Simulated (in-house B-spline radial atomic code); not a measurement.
# Tb⁶⁰⁺: ionisation energy by several methods

How far do functionals differ on the ionisation energy of Tb⁶⁰⁺? Each run solves Tb⁶⁰⁺ and then the next ion ([He] 2s2).

The numbers are computed with in-house B-spline radial atomic code version 1 (Dirac-Coulomb, several functionals; spherical all-electron atom at the radial basis limit), except any that are marked as measured or tabulated.

## Step 1: Starting point

- element: terbium (Z = 65)
- charge: +60
- electrons: 5
- configuration: [He] 2s2 2p1
- nucleus: Fermi, rms radius 5.060 fm

Outer shells as boxes (Hund's rule):

[He] 2s2 2p1
```
[He] core
2s [↑↓]
2p [↑ ][  ][  ]
```

The boxes only draw the filling; these runs are spin-restricted and spherical.

## Step 2: LDA (VWN5)

Settings, as recorded:

```ini
Z = 65
electrons = 5.0
configuration = [He] 2s2 2p1
hamiltonian = dirac
method = lda,vwn
spin_polarised = False
nucleus = fermi
rms_radius = 5.06
mass_number = 159
atomic_mass = 158.925353707
speed_of_light = 137.035999084
```

## Step 3: BP86, a GGA

Settings: those of step 2 with these lines changed.

```diff
@@ -4,3 +4,3 @@
 hamiltonian = dirac
-method = lda,vwn
+method = b88,p86
 spin_polarised = False
```

## Step 4: RPBE, a GGA

Settings: those of step 3 with these lines changed.

```diff
@@ -4,3 +4,3 @@
 hamiltonian = dirac
-method = b88,p86
+method = rpbe,pbe
 spin_polarised = False
```

The tabulated ionisation energy is 14003 ± 10 eV (tabulated theoretical; NIST Atomic Spectra Database). What does each method give, and which comes nearest?

The runs gave:

| method | rung | total energy (hartree) | ΔSCF (eV) | with Breit, QED, recoil (eV) | −ε highest (eV) | corrected ΔSCF less tabulated (eV) |
| --- | --- | --- | --- | --- | --- | --- |
| LDA (VWN5) | LDA | -6009.9139 | 13454.6 | 13439.7 | 13024.4 (2p3/2) | -563.3 |
| BP86 | GGA | -6017.4864 | 13463.1 | 13448.2 | 13032.2 (2p3/2) | -554.8 |
| RPBE | GGA | -6017.3842 | 13459.3 | 13444.3 | 13028.8 (2p3/2) | -558.7 |

The tabulated ionisation energy is 14003 ± 10 eV (tabulated theoretical; NIST Atomic Spectra Database). BP86 comes nearest (-554.8 eV) and LDA (VWN5) is farthest (-563.3 eV, 4.0 %). All methods miss on the same side by much the same amount, which points to something that they share. Open shells are averaged (over orientations, and over spins where the run is restricted), while tables refer to the lowest levels. For the semilocal functionals minus the highest level recovers only 97 % of their own ΔSCF value, a mark of self-interaction.

Members of this set that are not shown: 1 used exact exchange with fractional occupations of an open shell, which is unsound here.
